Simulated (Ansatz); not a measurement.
HfB under changes of volume

One of the cells (12.326 Å³/atom); the others are scaled copies at fixed shape and fractional positions:

```xyz
2
Lattice="0.0000 2.3100 2.3100 2.3100 0.0000 2.3100 2.3100 2.3100 0.0000" Properties=species:S:1:pos:R:3 pbc="T T T"
Hf    2.3100    2.3100    2.3100
B     0.0000    0.0000    0.0000
```

```yaml
Program: Ansatz 0.2.0
Functional: HSE06
Potentials_or_basis: Ansatz PAW
Cutoff: "420 eV (not typed: the program's choice for these potentials)"
k_mesh: 6 × 6 × 6
Occupations: fermi-dirac, width 0.05 eV
Spin: no spin polarisation
```

```tsv
volume (Å³/atom)	energy over the lowest point (meV/atom)	pressure (GPa)
11.587	?	?
11.833	212.45	42.1
12.080	152.82	35.7
12.326	102.54	29.9
12.573	60.80	24.6
12.819	26.84	19.7
13.066	0.00	15.2
```

What does the run at 11.587 Å³/atom give?

Energy over the lowest point 282.40 meV/atom; pressure 49.1 GPa.

Worked out: A Birch-Murnaghan fit of order 3 (a polynomial in V^(-2/3)) to the other rows has no minimum within the range. It gives 282.01 meV/atom at 11.587 Å³/atom, against the run's 282.40, and -dE/dV = 48.8 GPa, against 49.1.

Energies are extrapolated to zero smearing.

Caveats: all runs use coarse meshes; the PAW data sets come from PBE, with cores solved anew for the run's functional, which leaves a small shift of forces and pressure; the thresholds are loose for stress.
